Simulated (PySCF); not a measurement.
# KTl+: from the state search to spectroscopic constants

What are the lowest state that PBE0 finds, the bond length, vibrational wavenumber and bond energy of KTl+, and how much do these hang on the method?

Computed with PySCF 2.14.0. Level: K def2-SVPD, Tl def2-SVPD with ECP60, scalar-relativistic core potentials.

### Step 1. The job

The job is set up so:

| Property | Result |
| --- | --- |
| atoms | K, Tl |
| charge | 1 |
| basis | K def2-SVPD, Tl def2-SVPD with ECP60 |
| Hamiltonian | scalar-relativistic core potentials |
| basis functions | 59 |
| electrons treated | 39 |
| masses in u | 38.9637, 204.9744 |
| levels | PBE0, PBE, r²SCAN, M06, PW91, M06-2X, HF, MP2, SCS-MP2, CCSD, CCSD(T) |
| grid | 80 radial by 434 angular points |
| occupations | held fixed by the projection of orbital angular momentum |
| dissociation limit | K+ + Tl, each in its ground configuration |
| starting distance in angstrom | 3.475 |
| values of 2S to try | 1, 3 |

Launch:

```sh
$ OMP_NUM_THREADS=1 python dia.py task.json out
```

After this run come: First curve: PBE0; Other states along the same grid; PBE (GGA); r²SCAN (meta-GGA); M06; PW91; M06-2X (hybrid meta-GGA); UHF (mean field); Correlated methods on the Hartree–Fock reference.

What does the calculation give? Wanted: for each run, Re; ωe; De; μ.

The runs gave:

Lowest PBE0 solution found, without spin–orbit coupling: ²Σ⁺ (doublet), unpaired electrons σ ↑. State 2 has its PBE0 minimum 0.67 eV higher. State 3 has its PBE0 minimum 6.15 eV higher. The other levels ran on the lowest alone.

```tsv
level	Re (Å)	ωe (cm⁻¹)	De (eV)	μ (D)
UHF	4.277	57.7	0.55	-12.97
UHF-MP2	4.165	61.1	0.60	n/a
UHF-SCS-MP2	4.186	60.6	0.59	n/a
UHF-CCSD	4.168	61.5	0.60	n/a
UHF-CCSD(T)	4.164	61.7	0.60	n/a
PBE	4.185	56.0	0.73	-11.18
PW91	4.160	57.1	0.75	-11.16
r²SCAN	4.157	60.1	0.64	-12.07
PBE0	4.138	59.1	0.67	-11.64
M06	4.137	54.7	0.63	-11.65
M06-2X	3.939	71.9	0.63	-11.77
```

De is counted to K+ + Tl in their ground configurations. A positive dipole points from K to Tl; in an ion it is taken about the centre of mass and does not tell which atom is negative.

The methods spread over 0.338 Å in bond length, from M06-2X to UHF. CCSD(T) can't serve as the judge here: for a weak bond in this basis it is far from its limit. Of the levels with a De here, UHF gives the least (0.55 eV) and PW91 the most (0.75 eV).

Correlated steps freeze 9 core orbitals. These are scalar-relativistic numbers at best; spin–orbit coupling would shift them, the dissociation energy most. With spin–orbit coupling the term label itself may not hold.
